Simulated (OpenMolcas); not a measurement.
# CH7GaSi (SMILES [CH3][GaH][SiH3]) at 6 levels

Wanted: a comparison of 6 runs (B2PLYP/6-31G*, BLYP/6-31G*, M06-2X/6-31G*, SVWN5/6-31G*, B3LYP/6-31G*, CCSD(T)/6-31G*) of CH7GaSi. 

Program for the calculation: OpenMolcas 26.06.

**1. The structure to begin with**

CH7GaSi: 10 atoms, total charge 0, spin state singlet. SMILES: `[CH3][GaH][SiH3]`. The coordinates come from a PBE0-D4/def2-TZVP relaxation.

Bond lengths: C1–Ga2 1.971 Å, Ga2–Si3 2.419 Å, C1–H4 1.090 Å, C1–H5 1.094 Å, C1–H6 1.093 Å, Ga2–H7 1.578 Å, Si3–H8 1.492 Å, Si3–H9 1.489 Å, Si3–H10 1.492 Å. Some angles: C1–Ga2–Si3 120.8°, C1–Ga2–H7 118.1°, Si3–Ga2–H7 121.0°, Ga2–C1–H4 113.1°, Ga2–C1–H5 109.2°, Ga2–C1–H6 110.1°, Ga2–Si3–H8 110.2°, Ga2–Si3–H9 114.2°, Ga2–Si3–H10 110.2°, H4–C1–H5 108.5°.

**2. A single-point energy at B2PLYP/6-31G(d) (spherical functions) (run 1)**

Input file run.input:

```
* CH7GaSi Kohn-Sham DFT
&gateway
baslib=$CurrDir
coord
10
angstrom
C       -1.123300       1.394100      -0.619200
Ga       0.561500       0.659300       0.093300
Si       0.786700      -1.705300       0.550700
H       -1.924300       0.656600      -0.670400
H       -0.947000       1.785400      -1.626000
H       -1.454200       2.236500      -0.005700
H        1.759600       1.654600       0.346000
H        0.531000      -2.496200      -0.688800
H        2.125000      -2.100900       1.069700
H       -0.231700      -2.135100       1.553300
basis=6-31Gs
group=NoSym
&seward
gridinput
Grid=UltraFine
End of Grid
&scf
ksdft=B2PLYP_SCF
thresholds=1e-10 1e-07 1e-07 1e-05
prorbitals=1
&mbpt2
frozen=15
```

The basis set 6-31G* is read from a file made from the Basis Set Exchange's data (not shown).

Launch:

```bash
$ export MOLCAS_MEM=1860
$ pymolcas run.input > run.log
```

Log:

```text
--- Start Module: gateway ---
[...]
--- Stop Module: gateway /rc=_RC_ALL_IS_WELL_ ---
[...]
      Basis functions           78
[...]
--- Start Module: scf ---
[...]
       Convergence after  12 Iterations
[...]
::    Total KS-DFT energy                           -2255.6277360043
[...]
      Total spin, S                                     0.0000000000
[...]
      Total electronic charge=   58.000000
      Total            charge=   -0.000000
[...]
      Dipole Moment (debye):
      Origin of the operator (angstrom)=    0.4061    0.1213    0.1241
                   X= -5.6605E-01               Y=  6.4514E-01               Z= -3.0480E-01           Total=  9.1078E-01
      Quadrupole Moment (debye*angstrom):
[...]
--- Stop Module: scf /rc=_RC_ALL_IS_WELL_ ---
[...]
--- Start Module: mbpt2 ---
[...]
 ###    WARNING: MP2 implementation intended for RHF references only         ###
 ###############################################################################
MBPT2 WARNING: Reference function according to RunFile:KS-DFT
I'll assume you know what you're doing and continue
WARNING!
Default frozen orbitals as non valence orbitals is overwritten by user input.
Default values:  17
[...]
       Reference weight ( Cref**2 )         =        0.81691
::    Total MBPT2 energy                            -2256.1803931156
[...]
      Total MBPT2 calculations                           0.25      0.30
--- Stop Module: mbpt2 /rc=_RC_ALL_IS_WELL_ ---
[...]
```

Run time: 25 s. Hardware: 1 thread of Intel Xeon Platinum 8259CL at 2.50GHz (Skylake/Cascade Lake), shared host; peak memory 0.44 GiB.

**3. Energy and gradient at BLYP/6-31G(d) (spherical functions) (run 2)**

Input file run.inp:

```
&GATEWAY
 BasLib = $CurrDir
 Coord
 10
 angstrom
 C       -1.123300       1.394100      -0.619200
 Ga       0.561500       0.659300       0.093300
 Si       0.786700      -1.705300       0.550700
 H       -1.924300       0.656600      -0.670400
 H       -0.947000       1.785400      -1.626000
 H       -1.454200       2.236500      -0.005700
 H        1.759600       1.654600       0.346000
 H        0.531000      -2.496200      -0.688800
 H        2.125000      -2.100900       1.069700
 H       -0.231700      -2.135100       1.553300
 Basis = 6-31Gs
 Group = NoSym

&SEWARD
 GridInput
 Grid=UltraFine
 End of Grid

&SCF
 KSDFT = BLYP
 Thresholds = 1e-10 1e-07 1e-07 1e-05
 PrOrbitals = 1 1

&ALASKA
```

The basis set 6-31G* is read from a file made from the Basis Set Exchange's data (not shown).

Launch:

```bash
$ export MOLCAS_MEM=1860
$ pymolcas run.inp > run.log
```

Log:

```text
--- Start Module: gateway ---
[...]
--- Stop Module: gateway /rc=_RC_ALL_IS_WELL_ ---
[...]
      Basis functions           78
[...]
--- Start Module: scf ---
[...]
       Convergence after  15 Iterations
[...]
::    Total KS-DFT energy                           -2256.3660378030
[...]
      Total spin, S                                     0.0000000000
[...]
      Total electronic charge=   58.000000
      Total            charge=   -0.000000
[...]
      Dipole Moment (debye):
      Origin of the operator (angstrom)=    0.4061    0.1213    0.1241
                   X= -7.3137E-01               Y=  6.1072E-01               Z= -3.6145E-01           Total=  1.0191E+00
      Quadrupole Moment (debye*angstrom):
[...]
 *              Molecular gradients               *
 **************************************************
  Irreducible representation: a
 ------------------------------------------------------------------------------------------
                              X                       Y                       Z
 ------------------------------------------------------------------------------------------
  C1                2.16406459288088E-03   -1.12215545999828E-03    7.67976940556636E-04
  GA2              -1.72525508072319E-03    2.04835212015553E-03   -1.01561877887302E-03
  SI3              -1.11676943050787E-03    3.12560949890184E-04   -4.00420103921384E-04
  H4                4.82699760569849E-03    4.52754553949841E-03    2.73051902423327E-04
  H5               -1.32554779831631E-03   -2.32650867738338E-03    6.22738441268833E-03
  H6                1.86400573099377E-03   -5.12839741216720E-03   -3.95697313971755E-03
  H7               -4.53638337629503E-03   -3.86130235121529E-03   -9.25982681050375E-04
  H8                6.57398915721696E-04    2.37180554885130E-03    2.82126169025121E-03
[...]
```

Wall time 48 s (1 thread of Intel Xeon Platinum 8259CL at 2.50GHz (Skylake/Cascade Lake), shared host); peak memory 0.44 GiB.

Runs 3 to 5 aren't shown in full; the table further down has their settings and results.

**4. The energy at CCSD(T)/6-31G(d) (spherical functions) (run 6)**

Input file job.inp:

```
&gateway
baslib=$CurrDir
coord
10
angstrom
C       -1.123300       1.394100      -0.619200
Ga       0.561500       0.659300       0.093300
Si       0.786700      -1.705300       0.550700
H       -1.924300       0.656600      -0.670400
H       -0.947000       1.785400      -1.626000
H       -1.454200       2.236500      -0.005700
H        1.759600       1.654600       0.346000
H        0.531000      -2.496200      -0.688800
H        2.125000      -2.100900       1.069700
H       -0.231700      -2.135100       1.553300
basis=6-31Gs
group=NoSym
&seward
&scf
thresholds=1e-10 1e-07 1e-07 1e-05
prorbitals=0
&rasscf
fileorb=$Project.ScfOrb
spin=1
nactel=0 0 0
inactive=29
ras2=0
outorbitals=Canonical
orblisting=Nothing
&motra
jobiph
frozen=15
&ccsdt
cct
triples=2
iterations=80
accuracy=1e-08
extrapolation=5 4
```

The basis set 6-31G* is read from a file made from the Basis Set Exchange's data (not shown).

Launch:

```bash
$ export MOLCAS_MEM=1860
$ pymolcas job.inp > job.log
```

Log:

```text
--- Start Module: gateway ---
[...]
--- Stop Module: gateway /rc=_RC_ALL_IS_WELL_ ---
[...]
      Basis functions           78
[...]
       Convergence after  12 Iterations
[...]
::    Total SCF energy                              -2253.8016784963
[...]
      Total spin, S                                     0.0000000000
[...]
      Number of active orbitals                  0
[...]
      Spin quantum number                      0.0
[...]
      Active orbitals                            0
[...]
      Number of CSFs                             1
[...]
      Number of root(s) required                 1
[...]
      Convergence after  4 iterations
[...]
      Natural orbitals and occupation numbers for root  1
      ************************************************************************************************************************
      *                                                    Final results                                                     *
      ************************************************************************************************************************
[...]
::    RASSCF root number  1 Total energy:  -2253.80167850
[...]
      Total electronic charge=   58.000000
      Total            charge=   -0.000000
[...]
      Dipole Moment (debye):
      Origin of the operator (angstrom)=    0.4061    0.1213    0.1241
                   X= -4.7399E-01               Y=  6.7743E-01               Z= -2.7404E-01           Total=  8.7102E-01
      Quadrupole Moment (debye*angstrom):
[...]
--- Start Module: motra ---
[...]
--- Stop Module: motra /rc=_RC_ALL_IS_WELL_ ---
--- Start Module: ccsdt ---
[...]
      Convergence after                    17  Iterations
      Total energy (diff) :   -2254.28066333       0.00000001
[...]
 METHOD                       : CCSD+T(CCSD)+<T3(1)WT1> = CCSD(T)
[...]
       CCSD     =     -2254.2806633304749
[...]
```

Run time: 46 s. Hardware: 1 thread of Intel Xeon Platinum 8259CL at 2.50GHz (Skylake/Cascade Lake), shared host; peak memory 0.44 GiB.

**5. The series**

| run | level | task | frozen core orbitals | energy (Eh) | dipole moment (D) of the reference | HOMO energy (eV) | LUMO energy (eV) | wall time |
| --- | --- | --- | --- | --- | --- | --- | --- | --- |
| 1 | B2PLYP/6-31G* (spherical functions) | energy | 15 | -2255.776953 | 0.91 | -8.13 | -0.64 | 25 s |
| 2 | BLYP/6-31G* (spherical functions) | gradient | – | -2256.366038 | 1.02 | -5.97 | -2.33 | 48 s |
| 3 | M06-2X/6-31G* (spherical functions) | gradient | – | -2256.274252 | 0.95 | -8.22 | -1.17 | 59 s |
| 4 | SVWN5/6-31G* (spherical functions) | gradient | – | -2251.732788 | 1.04 | -6.23 | -2.64 | 37 s |
| 5 | B3LYP/6-31G* (Cartesian functions) | gradient | – | -2256.428966 | 0.96 | -7.01 | -1.88 | 51 s |
| 6 | CCSD(T)/6-31G* (spherical functions) | energy | 15 | -2254.292344 | 0.87 | -9.76 | 1.03 | 46 s |

**6. Results**

```
                                           quantity           value
                                run 6: total energy  -2254.29234 Eh
          run 6: dipole moment (mean-field density)          0.87 D
         run 6: HOMO energy (Hartree–Fock orbitals)        -9.76 eV
         run 6: LUMO energy (Hartree–Fock orbitals)         1.03 eV
       run 6: HOMO–LUMO gap (Hartree–Fock orbitals)        10.79 eV
run 6: correlation energy (15 core orbitals frozen)      -490.7 mEh
                              run 6: (T) correction      -11.68 mEh
```

Over runs 1, 2, 3, 4, 5 the dipole moment (its size) runs from 0.91 D (B2PLYP/6-31G*) to 1.04 D (SVWN5/6-31G*). A double hybrid's value is that of its SCF part. Over runs 1, 2, 3, 4, 5 the HOMO–LUMO gap runs from 3.60 eV (SVWN5/6-31G*) to 7.49 eV (B2PLYP/6-31G*). For B2PLYP the log adds the whole second-order term; the table takes 0.27 of it, as the functional is defined. Totals of different functionals can't be ranked against each other. All runs together took 4.4 min, the longest 59 s.
